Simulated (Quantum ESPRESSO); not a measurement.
# GaS2 in Quantum ESPRESSO: notebook

Aim: see how the results for GaS2 move with the level of theory and the settings. Levels: PBE+rVV10, PW91. Tasks: work function.

All numbers are computed with Quantum ESPRESSO 7.5; they aren't measurements. Logs are shortened: lines on timing, memory, paths and dates and some standing lists are left out, and cuts for length are marked.

## (1) The sheet as given

The cell holds a sheet with vacuum, 3 atoms: a = 2.583 Å, b = 2.583 Å, c = 34.301 Å, α = 90.00°, β = 90.00°, γ = 90.00°.

The cell was built by a generator and needn't be a form met in nature.

## (2) Work function, PBE+rVV10

pw.in reads:

```
&CONTROL
  calculation = 'scf'
  prefix = 'pwscf'
  outdir = './tmp'
  pseudo_dir = './pseudo'
  tprnfor = .true.
  disk_io = 'low'
/
&SYSTEM
  ibrav = 0
  celldm(1) = 8
  nat = 3
  ntyp = 2
  ecutwfc = 80
  nbnd = 19
  input_dft = 'sla+pw+pbx+pbc+vv10'
  occupations = 'smearing'
  smearing = 'gaussian'
  degauss = 0.01469973
/
&ELECTRONS
  conv_thr = 3d-09
  electron_maxstep = 150
  mixing_beta = 0.3
  mixing_mode = 'local-TF'
/
ATOMIC_SPECIES
Ga    69.7230 Ga.upf
S     32.0600 S.upf
CELL_PARAMETERS alat
  0.6102327223218   0.0000000000000   0.0000000000000
  0.0000000000000   0.6102327223218   0.0000000000000
  0.0000000000000   0.0000000000000   8.1024794939364
ATOMIC_POSITIONS crystal
Ga     0.0000000000    0.0000000000    0.2769600000
S      0.0000000000    0.0000000000    0.3496500000
S      0.0000000000    0.0000000000    0.2042700000
K_POINTS automatic
10 10 1 0 0 0
```

pp_density.in reads:

```
&INPUTPP
  prefix = 'pwscf'
  outdir = './tmp'
  filplot = 'density.dat'
  plot_num = 0
/
&PLOT
  nfile = 1
  filepp(1) = 'density.dat'
  iflag = 3
  output_format = 6
  fileout = 'density.cube'
/
```

pp_potential.in reads:

```
&INPUTPP
  prefix = 'pwscf'
  outdir = './tmp'
  filplot = 'potential.dat'
  plot_num = 11
/
&PLOT
  nfile = 1
  filepp(1) = 'potential.dat'
  iflag = 3
  output_format = 6
  fileout = 'potential.cube'
/
```

pp_elf.in reads:

```
&INPUTPP
  prefix = 'pwscf'
  outdir = './tmp'
  filplot = 'elf.dat'
  plot_num = 8
/
&PLOT
  nfile = 1
  filepp(1) = 'elf.dat'
  iflag = 3
  output_format = 6
  fileout = 'elf.cube'
/
```

Potentials or basis: PseudoDojo 0.4.1 SR PBE standard.

Run with:

```bash
$ OMP_NUM_THREADS=1 mpirun -n 2 pw.x -nk 2 -in pw.in > pw.out
$ OMP_NUM_THREADS=1 mpirun -n 1 pp.x -in pp_density.in > pp_density.out
$ OMP_NUM_THREADS=1 mpirun -n 1 pp.x -in pp_potential.in > pp_potential.out
$ OMP_NUM_THREADS=1 mpirun -n 1 pp.x -in pp_elf.in > pp_elf.out
```

pw.out:

```text
This program is part of the open-source Quantum ESPRESSO suite
     for quantum simulation of materials; please cite
         "P. Giannozzi et al., J. Phys.:Condens. Matter 21 395502 (2009);
         "P. Giannozzi et al., J. Phys.:Condens. Matter 29 465901 (2017);
         "P. Giannozzi et al., J. Chem. Phys. 152 154105 (2020);
     in publications or presentations arising from this work. More details at

     IMPORTANT: XC functional enforced from input :
     Exchange-correlation= SLA+PW+PBX+PBC+VV10
                           (   1   4   3   4  26   0   0)
     Any further DFT definition will be discarded
     Please, verify this is what you really want

     Message from routine setup:
     using ibrav=0 with symmetry is DISCOURAGED, use correct ibrav instead

     K-points division:     npool     =       2
     Subspace diagonalization in iterative solution of the eigenvalue problem:
     a serial algorithm will be used

     G-vector sticks info
     --------------------
     sticks:   dense  smooth     PW     G-vecs:    dense   smooth      PW
     Sum         601     601    185               149041   149041   24995

     Using Slab Decomposition

     bravais-lattice index     =            0
     lattice parameter (alat)  =       8.0000  a.u.
     unit-cell volume          =    1544.8236 (a.u.)^3
     number of atoms/cell      =            3
     number of atomic types    =            2
     number of electrons       =        25.00
     number of Kohn-Sham states=           19
     kinetic-energy cutoff     =      80.0000  Ry
     charge density cutoff     =     320.0000  Ry
     scf convergence threshold =      3.0E-09
     mixing beta               =       0.3000
     number of iterations used =            8  local-TF  mixing
     Exchange-correlation= SLA+PW+PBX+PBC+VV10
                           (   1   4   3   4  26   0   0)

     celldm(1)=   8.000000  celldm(2)=   0.000000  celldm(3)=   0.000000
     celldm(4)=   0.000000  celldm(5)=   0.000000  celldm(6)=   0.000000

     crystal axes: (cart. coord. in units of alat)
               a(1) = (   0.610233   0.000000   0.000000 )
               a(2) = (   0.000000   0.610233   0.000000 )
               a(3) = (   0.000000   0.000000   8.102479 )

     reciprocal axes: (cart. coord. in units 2 pi/alat)
               b(1) = (  1.638719  0.000000  0.000000 )
               b(2) = (  0.000000  1.638719  0.000000 )
               b(3) = (  0.000000  0.000000  0.123419 )

     PseudoPot. # 1 for Ga read from file:
     Ga.upf
     Pseudo is Norm-conserving + core correction, Zval = 13.0
     Generated using ONCVPSP code by D. R. Hamann
     Using radial grid of 1902 points,  6 beta functions with:
                l(1) =   0
                l(2) =   0
                l(3) =   1
                l(4) =   1
                l(5) =   2
                l(6) =   2

     PseudoPot. # 2 for S  read from file:
     S.upf
     Pseudo is Norm-conserving + core correction, Zval =  6.0
     Generated using ONCVPSP code by D. R. Hamann
     Using radial grid of 1146 points,  6 beta functions with:
                l(1) =   0
                l(2) =   0
                l(3) =   1
                l(4) =   1
                l(5) =   2
                l(6) =   2

     atomic species   valence    mass     pseudopotential
     Ga               13.00    69.72300     Ga( 1.00)
     S                 6.00    32.06000     S ( 1.00)

      8 Sym. Ops. (no inversion) found

   Cartesian axes

     site n.     atom                  positions (alat units)
         1        Ga     tau(   1) = (   0.0000000   0.0000000   2.2440627  )
         2        S      tau(   2) = (   0.0000000   0.0000000   2.8330320  )
         3        S      tau(   3) = (   0.0000000   0.0000000   1.6550935  )

     number of k points=    21  Gaussian smearing, width (Ry)=  0.0147
                       cart. coord. in units 2pi/alat
        k(    1) = (   0.0000000   0.0000000   0.0000000), wk =   0.0200000
        k(    2) = (   0.0000000   0.1638719   0.0000000), wk =   0.0800000
        k(    3) = (   0.0000000   0.3277438   0.0000000), wk =   0.0800000
        k(    4) = (   0.0000000   0.4916157   0.0000000), wk =   0.0800000
        k(    5) = (   0.0000000   0.6554876   0.0000000), wk =   0.0800000
        k(    6) = (   0.0000000  -0.8193595   0.0000000), wk =   0.0400000
[... 13 lines left out ...]
        k(   20) = (   0.6554876  -0.8193595   0.0000000), wk =   0.0800000
        k(   21) = (  -0.8193595  -0.8193595   0.0000000), wk =   0.0200000

     Dense  grid:   149041 G-vectors     FFT dimensions: (  27,  27, 375)

     Initial potential from superposition of free atoms

     starting charge      24.9973, renormalised to      25.0000

     negative rho (up, down):  2.029E-05 0.000E+00

Carrying out rVV10 run using the following parameters:
Nqs =      20    Nr_points =    1024   r_max =   100.000
b_value =  6.30000    beta =  0.00901
     q_mesh =  0.00010000  0.00030000  0.00058939  0.00100810
               0.00161396  0.00249058  0.00375900  0.00559430
               0.00824984  0.01209221  0.01765183  0.02569619
               0.03733578  0.05417739  0.07854596  0.11380545
               0.16482331  0.23864234  0.34545298  0.50000000

Gradients computed in Reciprocal space

     Starting wfcs are   17 randomized atomic wfcs +    2 random wfcs

     Self-consistent Calculation

     iteration #  1     ecut=    80.00 Ry     beta= 0.30
     Davidson diagonalization with overlap
     ethr =  1.00E-02,  avg # of iterations =  8.8

     Threshold (ethr) on eigenvalues was too large:
     Diagonalizing with lowered threshold

     Davidson diagonalization with overlap
     ethr =  1.07E-04,  avg # of iterations =  6.4

     total energy              =    -196.85804346 Ry
     estimated scf accuracy    <       0.02846194 Ry

     iteration #  2     ecut=    80.00 Ry     beta= 0.30
     Davidson diagonalization with overlap
     ethr =  1.14E-04,  avg # of iterations =  1.6
[... 24 lines left out ...]
     negative rho (up, down):  8.039E-08 0.000E+00

     total energy              =    -196.85450494 Ry
     estimated scf accuracy    <       0.00011065 Ry

     iteration #  6     ecut=    80.00 Ry     beta= 0.30
     Davidson diagonalization with overlap
     c_bands:  1 eigenvalues not converged
     ethr =  4.43E-07,  avg # of iterations =  6.7

     total energy              =    -196.85451864 Ry
     estimated scf accuracy    <       0.00005684 Ry

     iteration #  7     ecut=    80.00 Ry     beta= 0.30
     Davidson diagonalization with overlap
     ethr =  2.27E-07,  avg # of iterations =  4.7

     negative rho (up, down):  1.853E-04 0.000E+00
[... 8 lines left out ...]
     negative rho (up, down):  2.355E-04 0.000E+00

     total energy              =    -196.85450442 Ry
     estimated scf accuracy    <       0.00002033 Ry

     iteration #  9     ecut=    80.00 Ry     beta= 0.30
     Davidson diagonalization with overlap
     c_bands:  1 eigenvalues not converged
     ethr =  8.13E-08,  avg # of iterations =  3.9

     negative rho (up, down):  1.104E-03 0.000E+00

     total energy              =    -196.85450920 Ry
     estimated scf accuracy    <       0.00001743 Ry

     iteration # 10     ecut=    80.00 Ry     beta= 0.30
     Davidson diagonalization with overlap
     c_bands:  1 eigenvalues not converged
     c_bands:  1 eigenvalues not converged
     ethr =  6.97E-08,  avg # of iterations =  8.3

     negative rho (up, down):  8.372E-04 0.000E+00

     total energy              =    -196.85451187 Ry
     estimated scf accuracy    <       0.00000586 Ry

     iteration # 11     ecut=    80.00 Ry     beta= 0.30
     Davidson diagonalization with overlap
     ethr =  2.34E-08,  avg # of iterations =  4.6
[... 39 lines left out ...]
     total energy              =    -196.85451468 Ry
     estimated scf accuracy    <          8.9E-09 Ry

     iteration # 16     ecut=    80.00 Ry     beta= 0.30
     Davidson diagonalization with overlap
     ethr =  3.54E-11,  avg # of iterations =  3.9

     End of self-consistent calculation

          k = 0.0000 0.0000 0.0000 ( 18561 PWs)   bands (ev):

   -17.7236 -17.4275 -17.3939 -16.9903 -16.7816 -16.7816 -16.7061 -11.6349
    -7.6442  -4.7758   0.5173   0.5173   0.5543   0.5650   0.5650   2.6492
     3.1753   3.3955   3.7474

          k = 0.0000 0.1639 0.0000 ( 18544 PWs)   bands (ev):

   -17.6003 -17.3938 -17.2283 -16.9064 -16.7988 -16.7793 -16.7251 -11.4285
    -7.4664  -4.6262  -0.9481  -0.8892   0.6317   0.6779   0.7680   2.8538
     3.3855   3.6199   3.9667
[... 13 lines left out ...]
          k = 0.0000 0.6555 0.0000 ( 18668 PWs)   bands (ev):

   -17.2632 -17.0516 -16.9183 -16.8837 -16.7599 -15.0410 -14.9929  -8.4810
    -7.9024  -7.8804  -5.4163  -3.7425  -1.6729   1.8124   1.8449   2.9763
     3.7343   5.0586   6.5931

          k = 0.0000-0.8194 0.0000 ( 18678 PWs)   bands (ev):

   -17.2528 -17.0750 -16.9021 -16.8648 -16.7576 -14.6032 -14.5325  -8.9458
    -8.6796  -7.1643  -5.0452  -4.8532  -1.7505   1.9888   2.0193   2.3707
     4.3604   4.5539   7.6578

          k = 0.1639 0.1639 0.0000 ( 18560 PWs)   bands (ev):

   -17.4940 -17.3556 -17.0750 -16.8155 -16.8035 -16.7767 -16.7409 -11.2212
    -7.2898  -4.4767  -0.9986  -0.9375  -0.6224  -0.5692   0.9811   3.0596
     3.5947   3.8444   4.1858
[... 13 lines left out ...]
          k = 0.1639 0.6555 0.0000 ( 18682 PWs)   bands (ev):

   -17.2075 -17.0459 -16.9184 -16.8985 -16.7869 -14.8636 -14.8268  -8.2834
    -7.7396  -7.7281  -5.2549  -3.5502  -1.5182   0.5844   0.6205   3.1579
     3.9654   5.2365   6.8070

          k = 0.1639-0.8194 0.0000 ( 18738 PWs)   bands (ev):

   -17.1969 -17.0694 -16.9378 -16.8466 -16.7841 -14.4253 -14.3652  -8.7822
    -8.5262  -6.9788  -4.8880  -4.6258  -1.6214   0.7989   0.8322   2.5636
     4.5998   4.7484   7.7689

          k = 0.3277 0.3277 0.0000 ( 18636 PWs)   bands (ev):

   -17.1619 -17.1560 -16.9101 -16.8677 -16.8614 -15.9833 -15.9772  -9.9638
    -6.2885  -3.6739  -3.2854  -3.2018  -2.6291  -2.6165   2.2224   3.4794
     4.0430   4.7653   5.1218
[... 7 lines left out ...]
          k = 0.3277 0.6555 0.0000 ( 18711 PWs)   bands (ev):

   -17.0707 -17.0313 -17.0046 -16.8549 -16.8459 -14.3489 -14.3321  -7.7114
    -7.2926  -7.2552  -4.7972  -3.0096  -1.7904  -1.7301  -1.0651   3.6834
     4.5943   5.6376   6.7590

          k = 0.3277-0.8194 0.0000 ( 18730 PWs)   bands (ev):

   -17.0591 -17.0546 -17.0288 -16.8513 -16.7943 -13.9085 -13.8685  -8.3161
    -8.0871  -6.4202  -4.4436  -3.9667  -1.5851  -1.4734  -1.2017   3.1296
     5.2228   5.3016   7.0041

          k = 0.4916 0.4916 0.0000 ( 18736 PWs)   bands (ev):

   -17.0416 -16.9731 -16.9645 -16.9339 -16.8830 -14.4373 -14.4267  -7.8876
    -5.1084  -4.9996  -4.8955  -4.5833  -4.4223  -2.4012   1.0034   3.2217
     4.0430   5.7074   6.2030

          k = 0.4916 0.6555 0.0000 ( 18742 PWs)   bands (ev):

   -17.1103 -17.0136 -16.9355 -16.9348 -16.7526 -13.5603 -13.5508  -6.8928
    -6.6557  -6.4253  -4.2411  -4.1809  -3.9711  -2.1876  -0.5130   3.8571
     4.3722   5.0884   5.2184

          k = 0.4916-0.8194 0.0000 ( 18720 PWs)   bands (ev):

   -17.1366 -17.0364 -16.9308 -16.9250 -16.7000 -13.1147 -13.0845  -7.6353
    -7.4425  -5.4988  -3.9465  -3.8948  -3.6553  -2.9540  -0.7907   3.9257
     4.2956   4.6496   4.9083

          k = 0.6555 0.6555 0.0000 ( 18724 PWs)   bands (ev):

   -17.1905 -17.0034 -16.9933 -16.8748 -16.6361 -12.6820 -12.6578  -6.2457
    -6.1143  -6.0334  -5.8688  -5.1636  -3.4441  -1.4862  -0.5753   2.4970
     3.3335   3.3906   5.3984

          k = 0.6555-0.8194 0.0000 ( 18704 PWs)   bands (ev):

   -17.2205 -17.0218 -16.9929 -16.8591 -16.5852 -12.2257 -12.1837  -6.9470
    -6.7895  -5.8097  -5.6916  -4.2901  -3.1406  -1.7890  -0.7061   2.3526
     2.6790   3.0114   5.2014

          k =-0.8194-0.8194 0.0000 ( 18612 PWs)   bands (ev):

   -17.2518 -17.0162 -17.0162 -16.8416 -16.5345 -11.7597 -11.7005  -6.6311
    -6.6311  -6.4901  -6.4901  -3.4806  -2.8547  -1.1214  -1.1214   1.5250
     2.0014   2.4983   4.8247

     the Fermi energy is    -1.9223 ev

!    total energy              =    -196.85451474 Ry
     estimated scf accuracy    <          1.1E-09 Ry
     smearing contrib. (-TS)   =      -0.00127513 Ry
     internal energy E=F+TS    =    -196.85323961 Ry

     The total energy is F=E-TS. E is the sum of the following terms:
     one-electron contribution =   -2454.48244952 Ry
     hartree contribution      =    1235.92442233 Ry
     xc contribution           =     -54.22182891 Ry
     ewald contribution        =    1075.92661649 Ry

     convergence has been achieved in  16 iterations

     Forces acting on atoms (cartesian axes, Ry/au):

     atom    1 type  1   force =     0.00000000    0.00000000   -0.00000171
     atom    2 type  2   force =     0.00000000    0.00000000   -0.00132821
     atom    3 type  2   force =     0.00000000    0.00000000    0.00132992

     Total force =     0.001880     Total SCF correction =     0.000074

=------------------------------------------------------------------------------=
   JOB DONE.
=------------------------------------------------------------------------------=
```

Run time: 2.3 min. Hardware: 2 MPI ranks of Arm Neoverse V2, shared host; peak memory 0.9 GiB.

What came out:

* Free energy: -2678.3421 eV
* Largest force: 0.034 eV/Å
* Band gap on the k mesh: none (metal or under the smearing width)
* Work function of the upper face: 5.23 eV
* Work function of the lower face: 5.23 eV

Forces on the atoms (eV/Å):
```
Ga   0.000  0.000  0.000
S    0.000  0.000 -0.034
S    0.000  0.000  0.034
```

Levels at points of the mesh, in eV from the Fermi level:
```tsv
k point	band 9	band 10	band 11	band 12	band 13	band 14	band 15	band 16
(0.00, 0.00, 0.00)	-5.72	-2.85	2.44	2.44	2.48	2.49	2.49	4.57
(0.00, -0.50, 0.00)	-6.76	-5.24	-3.12	-2.93	0.17	3.91	3.94	4.29
(-0.50, -0.50, 0.00)	-4.71	-4.57	-4.57	-1.56	-0.93	0.80	0.80	3.45
```

Caveat: rVV10's parameter b was fitted to another functional.

(Continued in part 2 of 2.)
